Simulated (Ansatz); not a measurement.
The same path of a periodic cell of 63 atoms, Si62C (host Si, host structure diamond, dopant C, one Si atom removed) was run twice with different band settings. Lost on the way: Si15–C16, C16–Si17, C16–Si38. Made: C16–Si21, C16–Si35, C16–Si55.

The calculation used DFT PBE, scalar-relativistic, plane waves, PAW in Ansatz 0.2.0. Settings: PAW set soft_1, cutoff 420 eV, k mesh 1x1x1, fermi-dirac smearing 0.05 eV, no spin polarisation.

Relaxed end points:

```xyz
63
Lattice="10.8600 0.0000 0.0000 0.0000 10.8600 0.0000 0.0000 0.0000 10.8600" Properties=species:S:1:pos:R:3
Si 5.427 0.000 0.009
Si 6.680 1.351 1.460
Si 8.094 2.677 0.058
Si 9.478 4.071 1.361
Si 8.071 -0.003 2.792
Si 9.490 1.357 4.076
Si -0.005 0.006 0.002
Si 1.364 1.366 1.369
Si 2.698 2.727 -0.008
Si 4.060 4.063 1.367
Si 5.420 5.434 0.000
Si 6.786 6.787 1.409
Si 8.161 8.126 0.055
Si 9.498 9.502 1.409
Si 2.848 0.286 2.854
C 3.692 1.735 3.698
Si 5.139 2.580 2.852
Si 6.680 3.974 4.081
Si 8.094 5.376 2.754
Si 9.495 6.792 4.062
Si 6.771 1.197 6.772
Si 8.079 2.651 5.433
Si 9.503 4.027 6.793
Si 8.158 -0.054 8.163
Si 9.497 1.371 9.503
Si -0.002 5.430 0.003
Si 1.356 6.809 1.361
Si 2.750 8.194 0.056
Si 4.076 9.607 1.458
Si -0.012 2.728 2.703
Si 1.361 4.064 4.066
Si 2.697 5.437 2.702
Si 4.070 6.795 4.074
Si 5.428 8.211 2.787
Si 6.747 9.533 4.258
Si 0.003 0.000 5.433
Si 1.454 1.351 6.685
Si 2.847 2.581 5.144
Si 4.076 3.973 6.686
Si 5.427 5.423 5.433
Si 6.810 6.733 6.816
Si 8.153 8.132 5.484
Si 9.553 9.476 6.814
Si 2.784 -0.003 8.076
Si 4.070 1.355 9.495
Si 5.428 2.648 8.083
Si 6.787 4.026 9.508
Si 8.163 5.378 8.169
Si 9.508 6.781 9.514
Si 0.051 8.193 2.754
Si 1.452 9.606 4.082
Si -0.006 5.434 5.426
Si 1.401 6.786 6.793
Si 2.779 8.207 5.433
Si 4.245 9.524 6.757
Si 0.053 2.677 8.100
Si 1.356 4.071 9.484
Si 2.750 5.375 8.099
Si 4.057 6.791 9.501
Si 5.480 8.131 8.160
Si 6.809 9.478 9.558
Si 0.049 8.126 8.168
Si 1.403 9.502 9.505
```

```xyz
63
Lattice="10.8600 0.0000 0.0000 0.0000 10.8600 0.0000 0.0000 0.0000 10.8600" Properties=species:S:1:pos:R:3
Si 5.430 0.000 0.007
Si 6.718 1.356 1.425
Si 8.098 2.715 0.002
Si 9.452 4.092 1.338
Si 8.046 0.004 2.820
Si 9.496 1.358 4.072
Si 0.006 -0.015 0.006
Si 1.347 1.409 1.347
Si 2.690 2.740 -0.053
Si 4.021 4.083 1.347
Si 5.445 5.424 0.006
Si 6.752 6.840 1.408
Si 8.146 8.144 0.024
Si 9.450 9.538 1.408
Si 2.746 0.172 2.746
C 5.814 -0.384 5.814
Si 5.258 2.684 2.746
Si 6.718 4.005 4.074
Si 8.098 5.428 2.715
Si 9.509 6.781 4.080
Si 6.657 1.065 6.657
Si 8.046 2.610 5.426
Si 9.450 4.022 6.752
Si 8.143 -0.013 8.143
Si 9.509 1.350 9.509
Si -0.008 5.438 -0.008
Si 1.338 6.838 1.338
Si 2.715 8.192 0.002
Si 4.074 9.572 1.425
Si -0.053 2.740 2.690
Si 1.347 4.083 4.021
Si 2.690 5.483 2.690
Si 4.072 6.794 4.072
Si 5.426 8.244 2.820
Si 6.657 9.633 4.365
Si 0.007 0.000 5.430
Si 1.425 1.356 6.718
Si 2.746 2.684 5.258
Si 4.074 4.005 6.718
Si 5.430 5.423 5.430
Si 6.804 6.775 6.804
Si 8.143 8.147 5.443
Si 9.515 9.486 6.804
Si 2.820 0.004 8.046
Si 4.072 1.358 9.496
Si 5.426 2.610 8.046
Si 6.752 4.022 9.450
Si 8.146 5.406 8.146
Si 9.503 6.787 9.503
Si 0.002 8.192 2.715
Si 1.425 9.572 4.074
Si 0.006 5.424 5.445
Si 1.408 6.840 6.752
Si 2.820 8.244 5.426
Si 4.365 9.633 6.657
Si 0.002 2.715 8.098
Si 1.338 4.092 9.452
Si 2.715 5.428 8.098
Si 4.080 6.781 9.509
Si 5.443 8.147 8.143
Si 6.804 9.486 9.515
Si 0.024 8.144 8.146
Si 1.408 9.538 9.450
```

Common settings: climbing image yes; force threshold 0.05 eV/Å; end points relaxed.

| run | movable images | spring | optimiser | start path | iteration limit |
| --- | --- | --- | --- | --- | --- |
| 1 | 5 | 5.0 eV/Å² | quadratic models (default) | IDPP | 80 |
| 2 | 3 | 0.05 eV/Å² | fire | default | 50 |

(1) What does each run give, and how far can it be trusted?

Answers

(1) Run 1: converged after 19 iterations, highest image 2.917 eV above the first end. Neighbouring images differ by up to 1.5 eV, so the band resolves the path poorly. By the program's own check the climbing image is a first-order saddle point (lowest curvatures found: -3.85 and 0.24 eV/Å²).
Run 2: converged after 35 iterations, highest image 2.917 eV above the first end. Neighbouring images differ by up to 1.7 eV, so the band resolves the path poorly. The order of the point at the top wasn't checked.
Limits of this set-up: coarse k mesh, no spin, though dangling bonds at a vacancy may carry it, a typed lattice constant that wasn't relaxed here.
